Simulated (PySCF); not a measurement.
# One shape, several levels: [SiF5]− (SMILES F[Si-](F)(F)(F)F)

Aim: a comparison of 5 runs (HF/pcseg-2, SVWN5/6-31G, B3LYP/6-31G*, B2PLYP/6-311G**, MP2/cc-pVDZ) of [SiF5]−. Input form: a Python script.

Program for the calculation: PySCF 2.14.0.

## Step 1: Starting point

[SiF5]−: 6 atoms, total charge -1, spin state singlet. As SMILES, `F[Si-](F)(F)(F)F`. The coordinates come from a PBE0-D4/def2-TZVPD relaxation.

Bond lengths: F1–Si2 1.669 Å, Si2–F3 1.628 Å, Si2–F4 1.628 Å, Si2–F5 1.669 Å, Si2–F6 1.627 Å. Angles: F1–Si2–F3 90.0°, F1–Si2–F4 90.0°, F1–Si2–F5 180.0°, F1–Si2–F6 90.0°, F3–Si2–F4 120.0°, F3–Si2–F5 90.0°, F3–Si2–F6 120.0°, F4–Si2–F5 90.0°, F4–Si2–F6 120.0°, F5–Si2–F6 90.0°.

## Step 2: Energy and gradient at HF/pcseg-2 (run 1)

The input, job.py:

```python
# F[Si-](F)(F)(F)F
import pyscf.grad
from pyscf import gto, scf

mol = gto.M(
    atom=[
    ('F', (-0.716900, -1.106000, 1.023500)),
    ('Si', (-0.000000, -0.000000, -0.000000)),
    ('F', (-1.466700, 0.583500, -0.396400)),
    ('F', (0.651500, -1.218400, -0.860200)),
    ('F', (0.716500, 1.105800, -1.024000)),
    ('F', (0.815500, 0.635100, 1.257000)),
],
    charge=-1,
    max_memory=1860,
    verbose=4,
    basis='pcseg-2',
)

myscf = scf.RHF(mol)
myscf.conv_tol = 1e-10
myscf.kernel()
if not myscf.converged:
    myscf = myscf.newton().run(myscf.mo_coeff, myscf.mo_occ)

e_final = myscf.e_tot
print('Final energy', e_final)
grad = myscf.Gradients().kernel()
myscf.analyze()
```

On the command line:

```console
$ OMP_NUM_THREADS=1 python job.py
```

The program printed:

```text
PySCF version 2.14.0

[... 77 lines left out ...]
One-electron Energy =                -1854.036586439385701
[... 18 lines left out ...]
MO #14  energy= -1.35082355387342  occ= 2
[... 16 lines left out ...]
MO #31  energy= 0.345288713297427  occ= 0
[... 16 lines left out ...]
MO #48  energy= 0.90042150695043   occ= 0
[... 16 lines left out ...]
MO #65  energy= 1.6358747120471    occ= 0
[... 16 lines left out ...]
MO #82  energy= 2.51852745954636   occ= 0
[... 16 lines left out ...]
MO #99  energy= 3.51788120383257   occ= 0
[... 16 lines left out ...]
MO #116 energy= 4.37154548715726   occ= 0
[... 16 lines left out ...]
MO #133 energy= 5.01263663782061   occ= 0
[... 16 lines left out ...]
MO #150 energy= 5.57333816912227   occ= 0
[... 16 lines left out ...]
MO #167 energy= 8.401399871141     occ= 0
[... 16 lines left out ...]
MO #184 energy= 16.5873513684165   occ= 0
[... 158 lines left out ...]
pop of  5 F 3s            0.00218
pop of  5 F 4s            0.00069
pop of  5 F 2px           1.91220
pop of  5 F 2py           1.93085
pop of  5 F 2pz           1.87723
pop of  5 F 3px           0.00183
pop of  5 F 3py           0.00188
pop of  5 F 3pz           0.00115
pop of  5 F 4px           0.00168
pop of  5 F 4py           0.00151
pop of  5 F 4pz           0.00233
pop of  5 F 3dxy          0.00085
pop of  5 F 3dyz          0.00207
pop of  5 F 3dz^2         0.00173
pop of  5 F 3dxz          0.00267
pop of  5 F 3dx2-y2       0.00070
pop of  5 F 4dxy          0.00016
pop of  5 F 4dyz          0.00038
pop of  5 F 4dz^2         0.00031
pop of  5 F 4dxz          0.00051
pop of  5 F 4dx2-y2       0.00011
pop of  5 F 4f-3          0.00003
pop of  5 F 4f-2          0.00023
pop of  5 F 4f-1          0.00020
pop of  5 F 4f+0          0.00013
pop of  5 F 4f+1          0.00025
pop of  5 F 4f+2          0.00013
pop of  5 F 4f+3          0.00003
 ** Mulliken atomic charges  **
charge of    0F =     -0.62603
charge of    1Si =      2.02448
charge of    2F =     -0.59082
charge of    3F =     -0.59082
charge of    4F =     -0.62603
charge of    5F =     -0.59078

WARN: System has nonzero charge -1; the dipole moment is origin-dependent.
Location of origin: [0. 0. 0.]

Dipole moment(X, Y, Z, Debye):  0.00049,  0.00020,  0.00066
```

Run time: 3.8 min. Hardware: 1 thread of Intel Xeon at 2.50GHz (Skylake/Cascade Lake), shared host; peak memory 1.2 GiB.

## Step 3: Energy and forces at SVWN5/6-31G (run 2)

The input, input.xyz:

```xyz
6

F     -0.716900    -1.106000     1.023500
Si     0.000000     0.000000     0.000000
F     -1.466700     0.583500    -0.396400
F      0.651500    -1.218400    -0.860200
F      0.716500     1.105800    -1.024000
F      0.815500     0.635100     1.257000
```

The input, input.py:

```python
# F[Si-](F)(F)(F)F
from pyscf import gto, dft

mol = gto.M(
    atom='input.xyz',
    spin=0,
    max_memory=1860,
    charge=-1,
    verbose=4,
    basis='6-31g',
)

myscf = dft.RKS(mol, xc='svwn')
myscf.grids.level = 5
myscf.conv_tol = 1e-10
myscf.kernel()
if not myscf.converged:
    myscf = myscf.newton().run(myscf.mo_coeff, myscf.mo_occ)

etot = myscf.e_tot
print('Final energy', etot)
grad = myscf.nuc_grad_method().kernel()
myscf.analyze()
```

On the command line:

```console
$ OMP_NUM_THREADS=1 python input.py
```

The program printed:

```text
PySCF version 2.14.0

[... 95 lines left out ...]
Two-electron Energy =                  695.683594371977733
[... 7 lines left out ...]
MO #4   energy= -23.8841664616326  occ= 2
[... 5 lines left out ...]
MO #10  energy= -3.41399315973907  occ= 2
[... 5 lines left out ...]
MO #16  energy= -0.323086129421708 occ= 2
[... 5 lines left out ...]
MO #22  energy= -0.17624709366197  occ= 2
[... 5 lines left out ...]
MO #28  energy= -0.116324600263912 occ= 2
[... 5 lines left out ...]
MO #34  energy= 0.333702790038883  occ= 0
[... 5 lines left out ...]
MO #40  energy= 1.1057977463519    occ= 0
[... 5 lines left out ...]
MO #46  energy= 1.36681833112789   occ= 0
[... 5 lines left out ...]
MO #52  energy= 1.55346451636808   occ= 0
[... 5 lines left out ...]
MO #58  energy= 2.23366040057335   occ= 0
[... 32 lines left out ...]
pop of  2 F 3pz           0.00106
pop of  3 F 1s            1.99993
pop of  3 F 2s            1.85417
pop of  3 F 3s            0.00553
pop of  3 F 2px           1.88621
pop of  3 F 2py           1.84351
pop of  3 F 2pz           1.87867
pop of  3 F 3px           0.00094
pop of  3 F 3py           0.00167
pop of  3 F 3pz           0.00129
pop of  4 F 1s            1.99993
pop of  4 F 2s            1.85758
pop of  4 F 3s            0.00387
pop of  4 F 2px           1.90284
pop of  4 F 2py           1.86076
pop of  4 F 2pz           1.87107
pop of  4 F 3px           0.00154
pop of  4 F 3py           0.00148
pop of  4 F 3pz           0.00149
pop of  5 F 1s            1.99993
pop of  5 F 2s            1.85413
pop of  5 F 3s            0.00553
pop of  5 F 2px           1.87396
pop of  5 F 2py           1.89861
pop of  5 F 2pz           1.83583
pop of  5 F 3px           0.00103
pop of  5 F 3py           0.00123
pop of  5 F 3pz           0.00163
 ** Mulliken atomic charges  **
charge of    0F =     -0.50056
charge of    1Si =      1.41687
charge of    2F =     -0.47192
charge of    3F =     -0.47192
charge of    4F =     -0.50056
charge of    5F =     -0.47190

WARN: System has nonzero charge -1; the dipole moment is origin-dependent.
Location of origin: [0. 0. 0.]

Dipole moment(X, Y, Z, Debye):  0.00037,  0.00009,  0.00045
```

Wall time 22 s (1 thread of Intel Xeon at 2.50GHz (Skylake/Cascade Lake), shared host); peak memory 0.32 GiB.

Runs 3 to 4 aren't shown in full; the table further down has their settings and results.

## Step 4: Energy and forces at MP2/cc-pVDZ (run 5)

The input, input.py:

```python
import pyscf.grad
from pyscf import gto, scf, mp

mol = gto.M(
    atom=[
    ('F', (-0.716900, -1.106000, 1.023500)),
    ('Si', (-0.000000, -0.000000, -0.000000)),
    ('F', (-1.466700, 0.583500, -0.396400)),
    ('F', (0.651500, -1.218400, -0.860200)),
    ('F', (0.716500, 1.105800, -1.024000)),
    ('F', (0.815500, 0.635100, 1.257000)),
],
    verbose=4,
    basis='cc-pvdz',
    max_memory=1860,
    charge=-1,
    spin=0,
)

mf = scf.RHF(mol)
mf.conv_tol = 1e-10
mf.kernel()
if not mf.converged:
    mf = mf.newton().run(mf.mo_coeff, mf.mo_occ)

pt = mp.MP2(mf, frozen=10).run()
energy = pt.e_tot
print('Final energy', energy)
grad = pt.Gradients().kernel()
dip = mf.dip_moment()
pop, q = mf.mulliken_pop()
```

On the command line:

```console
$ OMP_NUM_THREADS=1 python input.py
```

The program printed:

```text
PySCF version 2.14.0

[... 58 lines left out ...]
converged SCF energy = -786.478332244898
[... 8 lines left out ...]
Final energy -787.5083257877722
[... 10 lines left out ...]
WARN: System has nonzero charge -1; the dipole moment is origin-dependent.
[... 2 lines left out ...]
Dipole moment(X, Y, Z, Debye):  0.00040,  0.00011,  0.00050
[... 56 lines left out ...]
pop of  3 F 3dxy          0.00082
pop of  3 F 3dyz          0.00111
pop of  3 F 3dz^2         0.00044
pop of  3 F 3dxz          0.00041
pop of  3 F 3dx2-y2       0.00058
pop of  4 F 1s            2.00186
pop of  4 F 2s            0.87969
pop of  4 F 3s            1.03210
pop of  4 F 2px           1.13127
pop of  4 F 2py           1.10167
pop of  4 F 2pz           1.10891
pop of  4 F 3px           0.76348
pop of  4 F 3py           0.73861
pop of  4 F 3pz           0.74472
pop of  4 F 3dxy          0.00058
pop of  4 F 3dyz          0.00093
pop of  4 F 3dz^2         0.00041
pop of  4 F 3dxz          0.00052
pop of  4 F 3dx2-y2       0.00041
pop of  5 F 1s            2.00181
pop of  5 F 2s            0.88192
pop of  5 F 3s            1.03334
pop of  5 F 2px           1.11428
pop of  5 F 2py           1.13524
pop of  5 F 2pz           1.09177
pop of  5 F 3px           0.74861
pop of  5 F 3py           0.75576
pop of  5 F 3pz           0.71244
pop of  5 F 3dxy          0.00036
pop of  5 F 3dyz          0.00085
pop of  5 F 3dz^2         0.00075
pop of  5 F 3dxz          0.00107
pop of  5 F 3dx2-y2       0.00032
 ** Mulliken atomic charges  **
charge of    0F =     -0.50514
charge of    1Si =      1.44595
charge of    2F =     -0.47857
charge of    3F =     -0.47858
charge of    4F =     -0.50514
charge of    5F =     -0.47852
```

Wall time 32 s (1 thread of Intel Xeon at 2.50GHz (Skylake/Cascade Lake), shared host); peak memory 0.53 GiB.

## Step 5: Overview of the runs

| run | level | integration grid | Cartesian functions | energy (Eh) | HOMO energy (eV) | LUMO energy (eV) | HOMO–LUMO gap (eV) | wall time |
| --- | --- | --- | --- | --- | --- | --- | --- | --- |
| 1 | HF/pcseg-2 | – | no | -786.724941 | -10.70 | 9.40 | 20.10 | 3.8 min |
| 2 | SVWN5/6-31G | 5 | no | -784.554352 | -2.58 | 5.56 | 8.14 | 22 s |
| 3 | B3LYP/6-31G* (Cartesian functions) | 5 | yes | -789.046744 | -3.71 | 7.47 | 11.18 | 59 s |
| 4 | B2PLYP/6-311G** | 5 | no | -788.772492 | -6.89 | 8.87 | 15.76 | 38 s |
| 5 | MP2/cc-pVDZ | – | no | -787.508326 | -10.34 | 12.16 | 22.51 | 32 s |

## Step 6: Results

| quantity | value |
| --- | --- |
| run 5: total energy | -787.50833 Eh |
| run 5: HOMO energy (Hartree–Fock orbitals) | -10.34 eV |
| run 5: LUMO energy (Hartree–Fock orbitals) | 12.16 eV |
| run 5: HOMO–LUMO gap (to an unbound level, set by the basis) | 22.51 eV |
| run 5: correlation energy (10 core orbitals frozen) | -1030.0 mEh |
| run 5: largest force on an atom | 1.686 eV/Å |

Over runs 1, 2, 3, 4 the HOMO–LUMO gap runs from 8.14 eV (SVWN5/6-31G) to 20.10 eV (HF/pcseg-2). The two ends differ in method and basis. The empty levels of an anion lie above zero and hang on the basis. Totals of different functionals can't be ranked against each other. All runs together took 6.3 min, the longest 3.8 min.
